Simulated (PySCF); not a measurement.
# BrClFGeH: the cost of one run

The runs use PySCF 2.14.0, with density-fitted response routines of our own; the level of theory stands in each step. All values are computed, except where a source is named. Atoms count from 0, in the outputs and in this text.

## 1. Starting geometry

5 atoms, charge 0, multiplicity 1; geometry from: GFN2-xTB. The atoms were then displaced at random by about 0.01 Å, so the start is not that level's minimum.

Bonds of the start (Å): F0–Ge1 1.73, Ge1–Cl2 2.10, Ge1–Br3 2.30, Ge1–H4 1.50.

## 2. Optimising the geometry at PBE0-D3(BJ)/def2-SVP

The job: settings as JSON, then the geometry in Å.

```
{"job": {"xc": "PBE0", "basis": "def2-SVP", "d3": "d3bj", "grid": 1, "shake": 0.01, "kind": "geom"}, "charge": 0, "multiplicity": 1}
F     -0.153100     1.306540    -1.060040
Ge    -0.080740     0.033010     0.113460
Cl    -1.546560    -1.366590    -0.417360
Br     2.065610    -0.784150    -0.079100
H     -0.251640     0.777220     1.405140
```

Run with:

```console
$ OMP_NUM_THREADS=1 python probes_run.py task.json out
```

The driver reads the jobs from task.json and runs them one after another.

Q: Estimate the wall time and peak memory of this first job on 1 thread of Arm Neoverse V1, shared host.

About 41 s, with a peak of 0.42 GiB.
